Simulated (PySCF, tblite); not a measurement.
**C5H10GeO: geometry, infrared bands and NMR shifts**

Aim: predict the infrared bands and NMR shifts of C5H10GeO (`CO[C@@H]1C=C[CH2][GeH2]1`).

Computed with tblite 0.8.0 and PySCF 2.14.0, with density-fitted response routines of our own, on a single molecule in the gas phase. Atoms count from 0, in the outputs and in this text.

## Step 1: The molecule as given

17 atoms, charge 0, multiplicity 1; geometry from: force field or distance geometry start.

Bonds of the start (Å): C0–O1 1.40, O1–C2 1.38, C2–C3 1.49, C3–C4 1.28, C4–C5 1.46, C5–Ge6 1.95, Ge6–C2 1.98, C0–H7 1.08, C0–H8 1.12, C0–H9 1.11, C2–H10 1.10, C3–H11 1.13, C4–H12 1.14, C5–H13 1.10, C5–H14 1.12, Ge6–H15 1.55, Ge6–H16 1.53.

## Step 2: Optimising the geometry with GFN2-xTB

What the job is given:

```
{"job": {"kind": "relax", "xc": "GFN2-xTB", "basis": "xTB"}, "charge": 0, "multiplicity": 1}
C      2.635700    -0.126600    -0.005900
O      1.342200     0.372600    -0.225000
C      0.367400    -0.596300    -0.107100
C     -0.657600    -0.567800    -1.183100
C     -1.694200     0.173900    -1.068200
C     -1.904500     1.037100     0.092800
Ge    -0.802400     0.040100     1.357700
H      2.952900    -0.903700    -0.692100
H      2.685500    -0.465300     1.065100
H      3.330400     0.732200    -0.052100
H      0.741700    -1.601800     0.122600
H     -0.504800    -1.241300    -2.076900
H     -2.481700     0.190700    -1.885900
H     -2.949600     1.099400     0.420500
H     -1.467300     2.038600    -0.131200
H     -0.032100     0.942800     2.349800
H     -1.568600    -1.112600     2.009100
```

Launch:

```console
> OMP_NUM_THREADS=1 python probes_run.py task.json out
```

One launch serves the whole session: the jobs run in the order shown.

**Question.** This job is followed by: GFN2-xTB harmonic vibrations, gas phase; GIAO PBE0/pcSseg-1 NMR shielding, non-relativistic, gas phase. Predict these results of the whole session: strongest single infrared mode (GFN2-xTB); zero-point energy (GFN2-xTB); 13C shifts against TMS (PBE0/pcSseg-1); 1H shifts against TMS (PBE0/pcSseg-1, means over atoms taken as alike); 17O shifts against H2O (PBE0/pcSseg-1); 73Ge shifts against GeMe4 (PBE0/pcSseg-1).

The runs gave:

| quantity | value |
| --- | --- |
| strongest single infrared mode (GFN2-xTB) | 1989 cm⁻¹, 525 km/mol |
| zero-point energy (GFN2-xTB) | 81.9 kcal/mol |
| 13C shifts against TMS (PBE0/pcSseg-1) | 142.9, 139.0, 88.0, 62.5, 17.8 ppm |
| 1H shifts against TMS (PBE0/pcSseg-1, means over atoms taken as alike) | 6.38, 6.22, 4.72, 4.54, 4.18, 3.45, 1.97, 1.86 ppm |
| 17O shifts against H2O (PBE0/pcSseg-1) | 37.7 ppm |
| 73Ge shifts against GeMe4 (PBE0/pcSseg-1) | -136 ppm |

What this shows: Over 134 steps the energy fell by 0.619 eV; of the close pairs, C4–H12 changed most, 1.135 to 1.081 Å. No mode is imaginary among the 45: a minimum at this level. The strongest single mode, at 1989 cm⁻¹, moves mainly H15. Unscaled tight-binding wavenumbers are off by several per cent, some by more. Its intensities can rank the bands wrongly. At PBE0/pcSseg-1: The widest tensor belongs to Ge6: span 220 ppm, with a paramagnetic part of -1288 ppm. Spin-orbit coupling is left out, which matters for shieldings and couplings at and beside the heavy atoms.
